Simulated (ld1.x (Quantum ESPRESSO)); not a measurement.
# Pseudopotential generation for Sn: TM, PBEsol

Task: generate the file, and judge it by its errors in other configurations, its logarithmic derivatives, its ghosts and its cutoff.

Method: ld1.x (Quantum ESPRESSO) 7.5, PBEsol, scalar-relativistic.

## (1) Settings

Typed settings, in words:

```
element                 : tin (Sn, Z = 50)
type                    : norm-conserving Troullier–Martins (Kleinman–Bylander form)
frozen core             : [Kr] 4d10
valence charge          : 4
reference configuration : 5s2 5p2
partial waves           : 5s (bound): rc 1.60 bohr; 5d channel at 0.3 Ry: rc 1.55 bohr; 5p (bound): rc 1.90 bohr
local potential         : the p channel
core correction         : not asked for
```

The outer shells as boxes (Hund's rule for the drawing; the calculation is spin-unpolarised):

```
[Kr] core
4d [↑↓][↑↓][↑↓][↑↓][↑↓]
5s [↑↓]
5p [↑ ][↑ ][  ]
```

An earlier all-electron run gives the scale for the radii.

All-electron outer shells of the reference configuration (PBEsol, scalar-relativistic, ld1.x):

```
shell  level (eV)  outermost node (bohr)  outermost maximum (bohr)
   4p      -89.56                   0.41                      0.79
   4d      -25.79                   0.39                      0.88
   5s      -10.59                   0.98                      2.01
   5p       -3.71                   1.09                      2.55
```

## (2) Generating the potential

Sn.in

```
 &input
   title='Sn', zed=50., rel=1, dft='PBESOL', iswitch=3,
   config='[Kr] 4d10 5s2 5p2 5d-2',
   nld=3, rlderiv=2.05, eminld=-3.0, emaxld=5.0, deld=0.02
 /
 &inputp
   pseudotype=2, tm=.true., lloc=1,
   nlcc=.false.,
   file_pseudopw='Sn.UPF', file_wfcaegen='ae.wfc', file_wfcncgen='nc.wfc', file_beta='beta', file_chi='chi'
 /
3
5S  1  0   2.00   0.00  1.60  1.60  0.0
5D  3  2  -2.00   0.30  1.55  1.55  0.0
5P  2  1   2.00   0.00  1.90  1.90  0.0
 &test
   configts(1)='5s2 5p2'
 /
```

Command:

```sh
$ ld1.x < Sn.in > Sn.out
```

What the program wrote to Sn.out (without the banner and most projector matrices):

```text
     Program LD1 v.7.5
     --------------------------- All-electron run ----------------------------

     Sn
     scalar relativistic calculation

     atomic number is 50.00
     dft =PBESOL   lsd =0 sic =0 latt =0  beta=0.20 tr2=1.0E-14
     Exchange-correlation= PBESOL
                           (   1   4  10   8   0   0   0)
     mesh =1243 r(mesh) = 100.78374 a.u. xmin = -7.00 dx = 0.01250
     1 Ry =  13.60569312 eV, c = 137.03599908

     n l     nl                  e(Ry)          e(Ha)          e(eV)
     1 0     1S 1( 2.00)     -2131.3869     -1065.6934    -28998.9959
     2 0     2S 1( 2.00)      -321.7812      -160.8906     -4378.0568
     2 1     2P 1( 6.00)      -288.9123      -144.4562     -3930.8524
     3 0     3S 1( 2.00)       -62.0766       -31.0383      -844.5950
     3 1     3P 1( 6.00)       -51.3374       -25.6687      -698.4806
     4 0     4S 1( 2.00)        -9.8300        -4.9150      -133.7441
     4 1     4P 1( 6.00)        -6.5828        -3.2914       -89.5638
     3 2     3D 1(10.00)       -34.7934       -17.3967      -473.3884
     4 2     4D 1(10.00)        -1.8957        -0.9478       -25.7922
     5 0     5S 1( 2.00)        -0.7787        -0.3894       -10.5950
     5 1     5P 1( 2.00)        -0.2726        -0.1363        -3.7085

     final scf error:  4.6E-15 reached in  32 iterations

     Etot =  -12348.908598 Ry,   -6174.454299 Ha, -168015.460795 eV

     Ekin =   12892.427417 Ry,    6446.213708 Ha,  175410.411044 eV
     Encl =  -29868.088921 Ry,  -14934.044460 Ha, -406376.052026 eV
     Eh   =    4950.728466 Ry,    2475.364233 Ha,   67358.092245 eV
     Exc  =    -323.975561 Ry,    -161.987780 Ha,   -4407.912059 eV

     normalization and overlap integrals

     s(1S/1S) =  1.000000  <r> =   0.0291  <r2> =    0.0011  r(max) =   0.0188
     s(2S/2S) =  1.000000  <r> =   0.1256  <r2> =    0.0186  r(max) =   0.1068
     s(2P/2P) =  1.000000  <r> =   0.1096  <r2> =    0.0147  r(max) =   0.0853
     s(3S/3S) =  1.000000  <r> =   0.3396  <r2> =    0.1318  r(max) =   0.3090
     s(3P/3P) =  1.000000  <r> =   0.3379  <r2> =    0.1325  r(max) =   0.3013
     s(4S/4S) =  1.000000  <r> =   0.8185  <r2> =    0.7584  r(max) =   0.7412
     s(4P/4P) =  1.000000  <r> =   0.8860  <r2> =    0.8974  r(max) =   0.7890
     s(3D/3D) =  1.000000  <r> =   0.3147  <r2> =    0.1176  r(max) =   0.2498
     s(4D/4D) =  1.000000  <r> =   1.1000  <r2> =    1.4412  r(max) =   0.8829
     s(5S/5S) =  1.000000  <r> =   2.3928  <r2> =    6.5456  r(max) =   2.0147
     s(5P/5P) =  1.000000  <r> =   3.2290  <r2> =   12.2211  r(max) =   2.5548

     ------------------------ End of All-electron run ------------------------

     --------------------- Generating NC pseudopotential ---------------------

      Generating local pot.: lloc=1, matching radius rcloc =   1.9000

      Wfc   5S  rcut= 1.589  Using Troullier-Martins method

      Wfc   5D  rcut= 1.550  Using Troullier-Martins method

     ------------------- End of pseudopotential generation -------------------

     [... the all-electron block is printed once more ...]


     Computing logarithmic derivative in   2.05289
     Message from routine run_pseudo:
     Warning: convergence not achieved
     Computing logarithmic derivative in   2.05289
     Computing the partial wave expansion
     R is outside the sphere for l=    0 j= 0.00
       no projector for channel:   1
     R is outside the sphere for l=    2 j= 0.00

     ---------------------- Testing the pseudopotential ----------------------

     Sn
     scalar relativistic calculation

     atomic number is 50.00   valence charge is  4.00
     dft =PBESOL   lsd =0 sic =0 latt =0  beta=0.20 tr2=1.0E-14
     mesh =1243 r(mesh) = 100.78374 xmin = -7.00 dx = 0.01250

     n l     nl             e AE (Ry)        e PS (Ry)    De AE-PS (Ry)
     1 0     5S   1( 2.00)       -0.77871       -0.77871       -0.00000
     2 1     5P   1( 2.00)       -0.27257       -0.27256       -0.00000

     eps = 7.0E-12  iter =201

     Etot =  -12348.908598 Ry,   -6174.454299 Ha, -168015.460795 eV
     Etotps =    -6.753222 Ry,      -3.376611 Ha,     -91.882259 eV

     Ekin =       2.140656 Ry,       1.070328 Ha,      29.125112 eV
     Encl =     -12.151381 Ry,      -6.075691 Ha,    -165.327962 eV
     Ehrt =       5.167147 Ry,       2.583573 Ha,      70.302610 eV
     Ecxc =      -1.731680 Ry,      -0.865840 Ha,     -23.560708 eV
     Epseu=      -0.177963 Ry,      -0.088982 Ha,      -2.421311 eV

     ---------------------- End of pseudopotential test ----------------------
```

It took 4.1 s on 1 thread of Neoverse-V1, shared host. This counts the later configuration tests of the new file too.

All-electron and pseudo partial waves u(r) = r·R(r), from the program's wave files:

| r (bohr) | 5p AE | 5p PS |
| --- | --- | --- |
| 0.095 | -0.0746 | 0.0030 |
| 0.190 | 0.1245 | 0.0116 |
| 0.285 | 0.1449 | 0.0252 |
| 0.380 | 0.0227 | 0.0428 |
| 0.475 | -0.1193 | 0.0630 |
| 0.570 | -0.2174 | 0.0846 |
| 0.665 | -0.2561 | 0.1064 |
| 0.760 | -0.2432 | 0.1277 |
| 0.855 | -0.1935 | 0.1485 |
| 0.950 | -0.1217 | 0.1693 |
| 1.045 | -0.0389 | 0.1912 |
| 1.140 | 0.0467 | 0.2154 |
| 1.235 | 0.1299 | 0.2433 |
| 1.330 | 0.2078 | 0.2760 |
| 1.425 | 0.2785 | 0.3139 |
| 1.520 | 0.3413 | 0.3561 |
| 1.615 | 0.3962 | 0.4006 |
| 1.710 | 0.4433 | 0.4440 |
| 1.805 | 0.4830 | 0.4831 |
| 1.900 | 0.5161 | 0.5161 |
| 1.995 | 0.5429 | 0.5429 |
| 2.090 | 0.5642 | 0.5642 |
| 2.185 | 0.5804 | 0.5804 |
| 2.280 | 0.5921 | 0.5921 |
| 2.375 | 0.5999 | 0.5999 |
| 2.470 | 0.6041 | 0.6041 |

## (3) Transferability test

Sn.test.in

```
 &input
   title='Sn', zed=50., rel=1, dft='PBESOL', iswitch=2,
   config='[Kr] 4d10 5s2 5p2 5d-2'
 /
 &test
   file_pseudo='Sn.UPF', nconf=8,
   configts(1)='5s2 5p2',
   configts(2)='5s2 5p1',
   configts(3)='5s2 5p0',
   configts(4)='5s1 5p0',
   configts(5)='5s1 5p2',
   configts(6)='5s2 5p2.3',
   configts(7)='5s1 5p3',
   configts(8)='5s2 5p1.5'
 /
```

Command:

```sh
$ ld1.x < Sn.test.in > Sn.test.out
```

Sn.test.out, the pseudopotential blocks, each with the warnings that came before it:

```text
     Warning: convergence not achieved
     ---------------------- Testing the pseudopotential ----------------------

     Sn
     scalar relativistic calculation

     atomic number is 50.00   valence charge is  4.00
     dft =PBESOL   lsd =0 sic =0 latt =0  beta=0.20 tr2=1.0E-14
     mesh =1243 r(mesh) = 100.78374 xmin = -7.00 dx = 0.01250

     n l     nl             e AE (Ry)        e PS (Ry)    De AE-PS (Ry)
     1 0     5S   1( 2.00)       -0.77871       -0.77871       -0.00000
     2 1     5P   1( 2.00)       -0.27257       -0.27256       -0.00000

     eps = 1.8E-12  iter =201

     Etot =  -12348.908598 Ry,   -6174.454299 Ha, -168015.460794 eV
     Etotps =    -6.753222 Ry,      -3.376611 Ha,     -91.882259 eV

     Ekin =       2.140656 Ry,       1.070328 Ha,      29.125112 eV
     Encl =     -12.151381 Ry,      -6.075691 Ha,    -165.327962 eV
     Ehrt =       5.167147 Ry,       2.583573 Ha,      70.302610 eV
     Ecxc =      -1.731680 Ry,      -0.865840 Ha,     -23.560708 eV
     Epseu=      -0.177963 Ry,      -0.088982 Ha,      -2.421311 eV

     ---------------------- End of pseudopotential test ----------------------

     Warning: convergence not achieved
     ---------------------- Testing the pseudopotential ----------------------

     Sn
     [...]
     n l     nl             e AE (Ry)        e PS (Ry)    De AE-PS (Ry)
     1 0     5S   1( 2.00)       -1.31446       -1.31609        0.00163
     2 1     5P   1( 1.00)       -0.75583       -0.75707        0.00123

     eps = 1.8E-12  iter =201

     Etot =  -12348.401615 Ry,   -6174.200807 Ha, -168008.562931 eV
     Etotps =    -6.245634 Ry,      -3.122817 Ha,     -84.976181 eV
     dEtot_ae =       0.506984 Ry
     dEtot_ps =       0.507587 Ry,   Delta E=      -0.000604 Ry

     [...]
     ---------------------- End of pseudopotential test ----------------------

     Warning: convergence not achieved
     ---------------------- Testing the pseudopotential ----------------------

     Sn
     [...]
     n l     nl             e AE (Ry)        e PS (Ry)    De AE-PS (Ry)
     1 0     5S   1( 2.00)       -1.92269       -1.92637        0.00368
     2 1     5P   1( 0.00)       -1.30750       -1.30974        0.00224

     eps = 3.7E-13  iter =201

     Etot =  -12347.374720 Ry,   -6173.687360 Ha, -167994.591314 eV
     Etotps =    -5.216460 Ry,      -2.608230 Ha,     -70.973559 eV
     dEtot_ae =       1.533878 Ry
     dEtot_ps =       1.536761 Ry,   Delta E=      -0.002883 Ry

     [...]
     ---------------------- End of pseudopotential test ----------------------

     Warning: convergence not achieved
     ---------------------- Testing the pseudopotential ----------------------

     Sn
     [...]
     n l     nl             e AE (Ry)        e PS (Ry)    De AE-PS (Ry)
     1 0     5S   1( 1.00)       -2.64305       -2.62701       -0.01604  !
     2 1     5P   1( 0.00)       -1.96311       -1.95339       -0.00972  !

     eps = 3.6E-12  iter =201

     Etot =  -12345.095215 Ry,   -6172.547608 Ha, -167963.577076 eV
     Etotps =    -2.939247 Ry,      -1.469624 Ha,     -39.990495 eV
     dEtot_ae =       3.813383 Ry
     dEtot_ps =       3.813974 Ry,   Delta E=      -0.000591 Ry

     [...]
     ---------------------- End of pseudopotential test ----------------------

     Warning: convergence not achieved
     ---------------------- Testing the pseudopotential ----------------------

     Sn
     [...]
     n l     nl             e AE (Ry)        e PS (Ry)    De AE-PS (Ry)
     1 0     5S   1( 1.00)       -1.37992       -1.37788       -0.00204
     2 1     5P   1( 2.00)       -0.80856       -0.80927        0.00071

     eps = 3.2E-11  iter =201

     Etot =  -12347.836621 Ry,   -6173.918311 Ha, -168000.875800 eV
     Etotps =    -5.681682 Ry,      -2.840841 Ha,     -77.303224 eV
     dEtot_ae =       1.071977 Ry
     dEtot_ps =       1.071539 Ry,   Delta E=       0.000438 Ry

     [...]
     ---------------------- End of pseudopotential test ----------------------

     Warning: convergence not achieved
     ---------------------- Testing the pseudopotential ----------------------

     Sn
     [...]
     n l     nl             e AE (Ry)        e PS (Ry)    De AE-PS (Ry)
     1 0     5S   1( 2.00)       -0.63908       -0.63893       -0.00015
     2 1     5P   1( 2.30)       -0.14707       -0.14699       -0.00008

     eps = 2.1E-11  iter =201

     Etot =  -12348.971244 Ry,   -6174.485622 Ha, -168016.313129 eV
     Etotps =    -6.815868 Ry,      -3.407934 Ha,     -92.734614 eV
     dEtot_ae =      -0.062645 Ry
     dEtot_ps =      -0.062647 Ry,   Delta E=       0.000001 Ry

     [...]
     ---------------------- End of pseudopotential test ----------------------

     ---------------------- Testing the pseudopotential ----------------------

     Sn
     [...]
     n l     nl             e AE (Ry)        e PS (Ry)    De AE-PS (Ry)
     1 0     5S   1( 1.00)       -0.84256       -0.84068       -0.00187
     2 1     5P   1( 3.00)       -0.31868       -0.31853       -0.00015

     eps = 7.6E-15  iter =186

     Etot =  -12348.393493 Ry,   -6174.196746 Ha, -168008.452423 eV
     Etotps =    -6.238844 Ry,      -3.119422 Ha,     -84.883801 eV
     dEtot_ae =       0.515106 Ry
     dEtot_ps =       0.514377 Ry,   Delta E=       0.000729 Ry

     [...]
     ---------------------- End of pseudopotential test ----------------------

     Warning: convergence not achieved
     ---------------------- Testing the pseudopotential ----------------------

     Sn
     [...]
     n l     nl             e AE (Ry)        e PS (Ry)    De AE-PS (Ry)
     1 0     5S   1( 2.00)       -1.03521       -1.03580        0.00059
     2 1     5P   1( 1.50)       -0.50357       -0.50399        0.00042

     eps = 4.8E-12  iter =201

     Etot =  -12348.715617 Ry,   -6174.357808 Ha, -168012.835147 eV
     Etotps =    -6.560107 Ry,      -3.280053 Ha,     -89.254798 eV
     dEtot_ae =       0.192982 Ry
     dEtot_ps =       0.193115 Ry,   Delta E=      -0.000133 Ry

     [...]
     ---------------------- End of pseudopotential test ----------------------
```

The tests as a table, with energies relative to 5s2 5p2. A star marks tests that logged a warning.

| valence configuration | charge | ΔE all-electron (eV) | error AE − PS (meV) |
| --- | --- | --- | --- |
| 5s2 5p1 * | +1 | 6.898 | -8.2 |
| 5s2 5p0 * | +2 | 20.869 | -39 |
| 5s1 5p0 * | +3 | 51.884 | -8.0 |
| 5s1 5p2 * | +1 | 14.585 | +6.0 |
| 5s2 5p2.3 * | -0.3 | -0.852 | 0.0 |
| 5s1 5p3 | 0 | 7.008 | +9.9 |
| 5s2 5p1.5 * | +0.5 | 2.626 | -1.8 |

## (4) Does it scatter like the atom?

Taken from the files of the generation run. The phase is arctan(r·u′/u) with u = r·R, unwrapped, with energies in Ry. A pole is an energy at which the radial function vanishes at the test radius. The pseudo phase is shifted by a multiple of π to meet the all-electron one at the reference energy. Levels narrower than the energy grid can be missing from the poles. The last column is the largest difference on the grid between −1 and +1 Ry.

| channel | radius (bohr) | reference (Ry) | poles AE | poles PS | window around the reference with phases within 0.05 rad (Ry) | largest difference near zero (rad) |
| --- | --- | --- | --- | --- | --- | --- |
| s | 2.05 | -0.78 | 3.31 | 4.42 | below 3.8 | 0.027 |
| p | 2.05 | -0.27 | none | 3.42 | below 0.7 | 0.063 |
| d | 2.05 | 0.30 | -1.54 | -1.10 | -0.8 to 1.9 | 0.049 |

Phases (rad) along the scan:

| E (Ry) | p AE | p PS | s AE | s PS |
| --- | --- | --- | --- | --- |
| -3.00 | 1.260 | 1.246 | 1.154 | 1.175 |
| -2.52 | 1.224 | 1.213 | 1.078 | 1.098 |
| -2.04 | 1.178 | 1.168 | 0.957 | 0.975 |
| -1.56 | 1.114 | 1.106 | 0.744 | 0.757 |
| -1.08 | 1.018 | 1.013 | 0.333 | 0.337 |
| -0.60 | 0.864 | 0.862 | -0.317 | -0.315 |
| -0.12 | 0.589 | 0.588 | -0.853 | -0.839 |
| 0.36 | 0.097 | 0.076 | -1.139 | -1.116 |
| 0.84 | -0.511 | -0.574 | -1.294 | -1.267 |
| 1.32 | -0.930 | -1.009 | -1.389 | -1.358 |
| 1.80 | -1.159 | -1.242 | -1.453 | -1.419 |
| 2.28 | -1.292 | -1.379 | -1.500 | -1.463 |
| 2.76 | -1.378 | -1.473 | -1.536 | -1.496 |
| 3.24 | -1.437 | -1.545 | -1.567 | -1.523 |
| 3.72 | -1.481 | -1.611 | -1.593 | -1.544 |
| 4.20 | -1.516 | -1.680 | -1.617 | -1.563 |
| 4.68 | -1.545 | -1.767 | -1.640 | -1.579 |

## (5) Cutoff and ghost test in a Bessel basis

A separate test, outside the generator: the pseudo-atom's Hamiltonian at the reference potential is diagonalised in spherical Bessel functions j_l(qr) that vanish at 20 bohr, with q² up to the cutoff.

All-electron valence levels (Ry): 5s -0.7787, 5p -0.2726. The lowest levels of each channel (Ry) by cutoff; the last column sums, over occupied levels, occupation times the distance from the level at 400 Ry. A positive value at high cutoff is not a bound level.

| cutoff (Ry) | s #1 | s #2 | d #1 | p #1 | f #1 | Σ f·Δε (mRy) |
| --- | --- | --- | --- | --- | --- | --- |
| 8 | -5.1043 | -0.7257 | 0.0463 | -0.2616 | 0.1056 | 127.9 |
| 15 | -7.3001 | -0.7327 | 0.0461 | -0.2637 | 0.1056 | 109.7 |
| 21 | -7.4676 | -0.7577 | 0.0461 | -0.2674 | 0.1056 | 52.4 |
| 35 | -8.6740 | -0.7742 | 0.0461 | -0.2721 | 0.1056 | 10.1 |
| 40 | -8.7196 | -0.7744 | 0.0461 | -0.2721 | 0.1056 | 9.6 |
| 45 | -8.7331 | -0.7752 | 0.0461 | -0.2722 | 0.1056 | 7.8 |
| 60 | -9.0426 | -0.7778 | 0.0461 | -0.2725 | 0.1056 | 2.0 |
| 80 | -9.0994 | -0.7780 | 0.0461 | -0.2725 | 0.1056 | 1.4 |
| 90 | -9.1578 | -0.7783 | 0.0461 | -0.2725 | 0.1056 | 0.8 |
| 110 | -9.2088 | -0.7785 | 0.0461 | -0.2726 | 0.1056 | 0.4 |
| 400 | -9.2526 | -0.7787 | 0.0461 | -0.2726 | 0.1056 | 0.0 |

The sum stays within 10 mRy from 40 Ry and within 1 mRy from 90 Ry. The sum leaves out empty levels, which can need more. Ghost test: ghost state, bound below the all-electron valence or empty levels of the same l: s at -125.9 eV.

## (6) What came out

```
                                                quantity                                                 value
               cutoffs for 10 and 1 mRy, occupied levels                                       40 Ry and 90 Ry
                                            bound ghosts                                       s at -125.89 eV
                            largest test error (AE − PS)  -39 meV, for 5s2 5p0 (one of 7 tests with a warning)
largest phase difference near zero energy, channels read                                             0.063 rad
```

**Reading.** A bound ghost (s) makes it unfit for use: electrons can fall into a state that the atom doesn't have. Close by lies the frozen 4s level (-133.7 eV). By total energies transferability is fair: the largest error is 39 meV on 20.9 eV, for 5s2 5p0. By its cutoff, 40 Ry for the looser tolerance, it is of middling hardness. The slowest occupied level is 5s: taken alone it needs 60 Ry to come within 1 mRy, against 30 Ry for 5p. Of the channels read, p scatters worst near zero energy, by up to 0.06 rad. These are tests on the free atom; a crystal test is still owed.
